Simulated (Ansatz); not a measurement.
# ScSi2 (P6/mmm) in Ansatz: notebook, part 2 of 2

Ansatz 0.2.0. Earlier steps stand in the parts before.

**3. Relaxation of cell and atoms, r2SCAN, target pressure 10 GPa, at which the enthalpy is minimised**

File input.yaml:

```yaml
crystal:
  lattice:
    - [3.66, 0.0, 0.0]
    - [-1.83, 3.1696529779, 0.0]
    - [0.0, 0.0, 3.87]
  atoms:
    - { symbol: Sc, position: [0.0, 0.0, 0.0] }
    - { symbol: Si, position: [0.6666666667, 0.3333333333, 0.5] }
    - { symbol: Si, position: [0.3333333333, 0.6666666667, 0.5] }
hamiltonian:
  xc: r2scan
  pseudopotentials: { kind: paw }
kpoints:
  mp_grid: { grid: [8, 8, 7] }
scf:
  occupations: { method: fermi_dirac, width: 0.05 }
output:
  forces: true
  stress: true
  eigenvalues: true
relax:
  f_tol: 0.01
  max_steps: 40
  cell: { stress_tol: 0.05, p_target: 10.0 }
```

Potentials or basis: Ansatz PAW.

The run is started by

```
> ansatz run input.yaml --threads 2 --pin off --max-ram 5632MiB --backend cpu --events-out ev --progress --plain --runs-dir out
```

Output:

```text
Warning: RAYON_NUM_THREADS=2 ignored (pool sized by the plan → 2); use --threads N
Engine: ansatz 0.2.0, aarch64-unknown-linux-gnu
Pseudopotentials: kind: paw
Pseudopotential: Sc, paw, valence charge 11, recommended cutoff 500 eV (meta_gga), Sc.paw.azcp
Pseudopotential: Si, paw, valence charge 4, recommended cutoff 500 eV (meta_gga), Si.paw.azcp
Functional definition: r2SCAN
  parameter k0 = 0.174
  parameter k1 = 0.065
  parameter a1 = 4.9479
  exchange = r2scan_x(k0 = k0, k1 = k1, a1 = a1)
  correlation = r2scan_c
Crystal: 3 atoms, lattice volume = 44.896 Å³
Basis set: ecut = 500 eV, 1143 PW (Γ), exchange–correlation on 108×108×120 points (64 copies of the dense FFT grid, shifted against one another)
Bands: 14, of which v1, the nominal top of the filled ones, is band 10 counted from 1 (9 counted from 0)
Symmetry: 24 space group operations
Space group: P6/mmm (ITA 191), of the structure as read, at distance tolerance 3.6e-5 Å
k-points: 40 of 448
Non-local potential: Sc, projectors of the file, l = 0: 3, l = 1: 2, l = 2: 3, l = 3: 1
Non-local potential: Si, projectors of the file, l = 0: 2, l = 1: 2, l = 2: 2
PAW form: soft (Blöchl's): semilocal exchange-correlation on the pseudo side does not see the compensation charge
PAW frozen core: Sc, regenerated for the run's functional (the file was generated under x = pbe(κ = 0.804, μ = 0.2195149727645171), c = pbe(β = 0.06672455060314922))
PAW frozen core: Si, regenerated for the run's functional (the file was generated under x = pbe(κ = 0.804, μ = 0.2195149727645171), c = pbe(β = 0.06672455060314922))
PAW one-centre angular grid: Sc, 590 points (default); XC on 160 Gauss nodes
PAW one-centre angular grid: Si, 302 points (default); XC on 160 Gauss nodes
Initial density: superposition of atomic densities (neutral atoms: chi_scale 0, normalization atom), corrected by the library's trained network
Initial wavefunctions: pseudopotential atomic-orbital guess
Functional: x = r2scan, c = r2scan; τ floored in thin density (d = 2e-4 eV/Å³)
SCF iter   1: F=—  HF=-3419.003048 eV  |F-HF|=—  |Δ(HF+E_count)|=         —  Δρ=8.02e-3  dr2=2.69e-2  dr2_τ=4.22e-2  ethr=1.77e-3  ⟨swp⟩=5.2  Hψ=3359  notcnv=0
preconditioner: auto → none  [metal: Δε(μ)=0.081 eV  Ē_g=8.269 eV  σ=0.050 eV  W_gap=0.36  n_scr=8 (ndim 8)  ℏωp=18.4 eV  f_vac=0.000  D(μ)=1.49/eV (n_scr^D=8)  sad-step TF]
SCF iter   2: F=—  HF=-3419.066019 eV  |F-HF|=—  |Δ(HF+E_count)|=   6.30e-2  Δρ=3.93e-3  dr2=5.93e-3  dr2_τ=2.13e-4  ethr=1.42e-4  ⟨swp⟩=2.0  Hψ=1375  notcnv=0  defer=2
[... 76 lines left out ...]
SCF converged after 7 iterations
Free energy (F): -3419.708942 eV
Harris-Foulkes:  -3419.708942 eV  (|F-HF|=5.00e-12)
Internal energy: -3419.688085 eV  (E = F + TS)
E sigma→0 (E₀):  -3419.698513 eV
Entropy (-TS):   -0.020857 eV (-6.952 meV/atom)
Fermi energy:    12.371626 eV
--- Per-component energies (eV) ---
  E_band       = -107.651435
  E_kinetic    = 353.079531
  E_local      = -852.373604  (includes V_loc(G=0)·N_el)
  E_nonlocal   = 132.327315
  E_hartree    = 311.029591
  E_xc         = -208.404750
  E_vxc        = -248.798911  (∫ρ·V_xc dr)
  E_paw        = -2003.746146  (= ΣΔE_a)
  E_vpaw       = -127.579343  (= ΣTr[D̂ρ^β])
  E_aug_tail   = 0.000013  (compensation charges beyond the density's cutoff)
  E_vtau       = 13.634417  (kinetic-family band-sum trace: ∫τ·v_τ [+ j·A + Jᵃ·Aᵃ] dr)
  E_ewald      = -1151.208677
  E_core_change = -0.391358  (= ΣΔE_core)
  E_smearing   = -0.020857  (= −TS)
  E_closure    = -0.000000  (closes the sum)
  Σ components = -3419.708942   (vs F -3419.708942, Δ=0.00e0)
--- Forces (eV/Å), atoms counted from 1 ---
  atom   1  Sc    -0.00000000    -0.00000000     0.00000000
  atom   2  Si    -0.00000000    -0.00000000     0.00000000
  atom   3  Si    -0.00000000     0.00000000     0.00000000
  max |Σ_I F_I| component: 7.40e-17 eV/Å
--- Stress (GPa, compression-positive) ---
       10.021188      -0.000000       0.000000
       -0.000000      10.021188       0.000000
        0.000000       0.000000       9.997094
  P = ⅓ Tr σ = 10.0132 GPa (100.132 kbar)
--- Band table (eV; the first three rows and the last of 40) ---
  k-point 0: bands = ["-39.3229", "-17.0311", "-17.0311", "-16.9487", "-1.6223", "8.0723", "8.0723", "10.6964", "10.9287", "11.3713", "12.8497", "12.8497", "14.3903", "14.3903"]
  k-point 1: bands = ["-39.3206", "-17.0275", "-17.0275", "-16.9816", "-1.3996", "8.2635", "8.2635", "8.6283", "11.6134", "12.0391", "12.0391", "12.5626", "15.3308", "15.3308"]
  k-point 2: bands = ["-39.3155", "-17.0547", "-17.0195", "-17.0195", "-0.8098", "6.5106", "8.7957", "8.7957", "11.1274", "11.1274", "12.3262", "13.9187", "13.9187", "14.0938"]
  k-point 39: bands = ["-39.3067", "-17.0870", "-17.0671", "-17.0493", "2.1624", "3.0936", "6.3405", "7.9637", "8.3995", "13.4864", "14.0361", "15.0789", "15.3991", "15.5695"]
--- Relaxed structure (6 steps of the walk, 6 accepted, 1 SCFs on fresh bases) ---
  F+E_penalty+E_count = -3419.70894196 eV   max|allowed force component| = 1.542e-16 eV/Å   (the final SCF, on the basis selected at the relaxed cell)
  cell:  # Å, volume = 46.0892 Å³
    - [3.92312354763597, 0.0, 0.0]
    - [-1.961561773817985, 3.3975246544376807, 0.0]
    - [0.0, 0.0, 3.4578346674923335]
  atoms:
    - { symbol: Sc, position: [2.6883948579087974e-35, 3.038076972196023e-35, 0.0] }
    - { symbol: Si, position: [0.6666666666666666, 0.3333333333333333, 0.5] }
    - { symbol: Si, position: [0.3333333333333333, 0.6666666666666666, 0.5] }
```

Run time: 14 s. Hardware: 2 threads of Arm Neoverse V2, shared host; peak memory 0.46 GiB.

What came out:

```
Free energy                                            : -3419.7089 eV
Relaxed volume                                         : 15.36 Å³/atom
Relaxed cell                                           : a = 3.923 Å, b = 3.923 Å, c = 3.458 Å, α = 90.00°, β = 90.00°, γ = 120.00°
Space group after relaxing (to 0.05 Å)                 : P6/mmm (No. 191)
Energy change on relaxing (the enthalpy is what falls) : -214.1 meV/atom
Ionic steps                                            : 7
Pressure after relaxing                                : 10.0 GPa
Band gap on the k mesh                                 : none (metal or under the smearing width)
```

Step by step:
```
step  energy change (eV)  largest force (eV/Å)  volume (Å³)
   1              0.0000                0.0000        44.90
   2             -0.5468                0.0000        46.24
   3             -0.5715                0.0000        45.27
   4             -0.6320                0.0000        45.94
   5             -0.6410                0.0000        46.08
   6             -0.6416                0.0000        46.09
   7             -0.6423                0.0000        46.09
```

Final structure:
```
Sc Si
1.0
     3.92312    0.00000    0.00000
    -1.96156    3.39752    0.00000
     0.00000    0.00000    3.45783
Sc Si
1 2
Direct
  0.00000 0.00000 0.00000
  0.66667 0.33333 0.50000
  0.33333 0.66667 0.50000
```

Levels at points of the mesh, in eV from the Fermi level:
| k point | band 7 | band 8 | band 9 | band 10 | band 11 | band 12 |
| --- | --- | --- | --- | --- | --- | --- |
| (0.00, 0.00, 0.00) | -4.30 | -1.68 | -1.44 | -1.00 | 0.48 | 0.48 |
| (0.00, -0.50, 0.00) | -4.97 | -3.22 | -1.78 | 1.40 | 1.85 | 2.04 |

Caveat: the plane-wave basis is chosen anew once the cell has moved, so the energies of steps on either side of that aren't comparable; the PAW data sets come from PBE, with cores solved anew for the run's functional, which leaves a small shift of forces and pressure.

**4. Relaxation of cell and atoms, r2SCAN, target pressure 20 GPa, at which the enthalpy is minimised**

input.yaml: that of step 3 with these lines changed.

```diff
@@ -23,2 +23,2 @@
   max_steps: 40
-  cell: { stress_tol: 0.05, p_target: 10.0 }
+  cell: { stress_tol: 0.05, p_target: 20.0 }
```

The run is started by

```
> ansatz run input.yaml --threads 2 --pin off --max-ram 5632MiB --backend cpu --events-out ev --progress --plain --runs-dir out
```

Wall time 14 s (2 threads of Arm Neoverse V2, shared host); peak memory 0.44 GiB.

It converged, with:

* Free energy: -3419.4323 eV
* Relaxed volume: 14.36 Å³/atom
* Relaxed cell: a = 3.862 Å, b = 3.862 Å, c = 3.336 Å, α = 90.00°, β = 90.00°, γ = 120.00°
* Space group after relaxing (to 0.05 Å): P6/mmm (No. 191)
* Energy change on relaxing (the enthalpy is what falls): -121.9 meV/atom
* Ionic steps: 7
* Pressure after relaxing: 20.0 GPa
* Band gap on the k mesh: none (metal or under the smearing width)

The path:
| step | energy change (eV) | largest force (eV/Å) | volume (Å³) |
| --- | --- | --- | --- |
| 1 | 0.0000 | 0.0000 | 44.90 |
| 2 | -0.3091 | 0.0000 | 44.50 |
| 3 | -0.3586 | 0.0000 | 43.51 |
| 4 | -0.3053 | 0.0000 | 42.62 |
| 5 | -0.3661 | 0.0000 | 43.08 |
| 6 | -0.3659 | 0.0000 | 43.08 |
| 7 | -0.3657 | 0.0000 | 43.08 |

Final structure:
```xyz
3
Lattice="3.8615 0.0000 0.0000 -1.9308 3.3442 0.0000 0.0000 0.0000 3.3362" Properties=species:S:1:pos:R:3 pbc="T T T"
Sc    0.0000    0.0000    0.0000
Si    1.9308    1.1147    1.6681
Si    0.0000    2.2294    1.6681
```

Levels at points of the mesh, in eV from the Fermi level:
```csv
k point,band 6,band 7,band 8,band 9,band 10,band 11,band 12,band 13
"(0.00, 0.00, 0.00)",-4.60,-4.60,-1.63,-1.37,-0.95,0.43,0.43,2.21
"(0.00, -0.50, 0.00)",-10.50,-5.16,-3.44,-1.66,1.54,1.88,2.29,2.42
```

Caveat: the plane-wave basis is chosen anew once the cell has moved, so the energies of steps on either side of that aren't comparable; the PAW data sets come from PBE, with cores solved anew for the run's functional, which leaves a small shift of forces and pressure.

**5. Relaxation of cell and atoms, r2SCAN, target pressure 30 GPa, at which the enthalpy is minimised**

input.yaml: that of step 4 with these lines changed.

```diff
@@ -23,2 +23,2 @@
   max_steps: 40
-  cell: { stress_tol: 0.05, p_target: 20.0 }
+  cell: { stress_tol: 0.05, p_target: 30.0 }
```

The run is started by

```
> ansatz run input.yaml --threads 2 --pin off --max-ram 5632MiB --backend cpu --events-out ev --progress --plain --runs-dir out
```

Run time: 17 s. Hardware: 2 threads of Arm Neoverse V2, shared host; peak memory 0.44 GiB.

It converged, with:

- Free energy: -3419.0843 eV
- Relaxed volume: 13.61 Å³/atom
- Relaxed cell: a = 3.813 Å, b = 3.813 Å, c = 3.242 Å, α = 90.00°, β = 90.00°, γ = 120.00°
- Space group after relaxing (to 0.05 Å): P6/mmm (No. 191)
- Energy change on relaxing (the enthalpy is what falls): -5.9 meV/atom
- Ionic steps: 9
- Pressure after relaxing: 30.0 GPa
- Band gap on the k mesh: none (metal or under the smearing width)

The path:
```
step  energy change (eV)  largest force (eV/Å)  volume (Å³)
   1              0.0000                0.0000        44.90
   2             -0.0856                0.0000        43.37
   3             -0.0903                0.0000        42.07
   4             -0.0186                0.0000        40.92
   5              0.0252                0.0000        40.61
   6             -0.0106                0.0000        40.79
   7             -0.0199                0.0000        40.84
   8             -0.0186                0.0000        40.83
   9             -0.0177                0.0000        40.83
```

Final structure:
```
CELL_PARAMETERS angstrom
3.81343 0.00000 0.00000
-1.90672 3.30253 0.00000
0.00000 0.00000 3.24200
ATOMIC_POSITIONS crystal
Sc 0.00000 0.00000 0.00000
Si 0.66667 0.33333 0.50000
Si 0.33333 0.66667 0.50000
```

Levels at points of the mesh, in eV from the Fermi level:
```
            k point  band 8  band 9  band 10  band 11  band 12  band 13
 (0.00, 0.00, 0.00)   -1.77   -1.05    -0.91     0.44     0.44     2.39
(0.00, -0.50, 0.00)   -3.60   -1.51     1.68     1.89     2.33     2.79
```

Caveat: the plane-wave basis is chosen anew once the cell has moved, so the energies of steps on either side of that aren't comparable; the PAW data sets come from PBE, with cores solved anew for the run's functional, which leaves a small shift of forces and pressure.

**6. Summary**

```tsv
cell	target pressure (GPa)	gap on the mesh (eV)	pressure (GPa)
relaxed to 5 GPa	5	none	5.0
relaxed to 10 GPa	10	none	10.0
relaxed to 20 GPa	20	none	20.0
relaxed to 30 GPa	30	none	30.0
```

Alike in all rows: task relaxation of cell and atoms; level r2SCAN; potentials or basis Ansatz PAW; no spin polarisation; k mesh 8 × 8 × 7; cutoff (eV) 500; smearing fermi-dirac 0.05 eV.

Caveats: the plane-wave basis is chosen anew once the cell has moved, so the energies of steps on either side of that aren't comparable; the PAW data sets come from PBE, with cores solved anew for the run's functional, which leaves a small shift of forces and pressure.

Absolute energies hang on the potentials; compare differences alone.
